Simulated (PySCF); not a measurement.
**C₃H₈ClFSi: electronic excitations**

Aim: predict the electronic excitations of C₃H₈ClFSi (`CC[Si@H](F)CCl`).

Programs: PySCF 2.14.0, with density-fitted response routines of our own. Each step states its level of theory. These are calculated values for one molecule in the gas phase, unless marked as measured. Atoms count from 0, in the outputs and in this text.

## Step 1: The starting structure

14 atoms, charge 0, multiplicity 1; geometry from: GFN2-xTB.

Bonds of the start (Å): C0–C1 1.53, C1–Si2 1.90, Si2–F3 1.62, Si2–C4 1.91, C4–Cl5 1.79, C0–H6 1.09, C0–H7 1.09, C0–H8 1.09, C1–H9 1.09, C1–H10 1.09, Si2–H11 1.45, C4–H12 1.09, C4–H13 1.09.

## Step 2: Excited states and response: PBE0/def2-SVPD

Job settings and geometry (Å):

```
{"job": {"kind": "uv", "xc": "PBE0", "basis": "def2-SVPD", "nstates": 8, "ntriplets": 3}, "charge": 0, "multiplicity": 1}
C     -1.365661     0.804837     0.884339
C     -1.092861     0.344947    -0.549423
Si     0.287693    -0.950379    -0.681783
F     -0.121683    -2.232453     0.221473
C      1.920853    -0.343916     0.100514
Cl     2.519467     1.103585    -0.760229
H     -2.195421     1.508591     0.906062
H     -1.620077    -0.042498     1.516734
H     -0.493350     1.299969     1.304048
H     -0.848583     1.214489    -1.160418
H     -2.010368    -0.074480    -0.966245
H      0.499184    -1.482558    -2.018098
H      2.709846    -1.090177     0.035267
H      1.810283    -0.060432     1.145593
```

Level: TDDFT PBE0/def2-SVPD, vertical, gas phase, core orbitals frozen in the response.

The run is started by

```
OMP_NUM_THREADS=1 python probes_run.py task.json out
```

The driver reads the jobs from task.json and runs them one after another.

Predict these results of the whole session: lowest singlet (PBE0/def2-SVPD); lowest triplet.

As calculated:

| quantity | value |
| --- | --- |
| lowest singlet (PBE0/def2-SVPD) | 6.62 eV (187 nm), f = 0.012 |
| lowest triplet | 5.98 eV |

What this shows: The first singlet state (HOMO→LUMO 0.94) lies at 6.62 eV and is weak. The lowest triplet lies 0.64 eV below the lowest singlet (triplets in Tamm-Dancoff, singlets in full TDDFT).
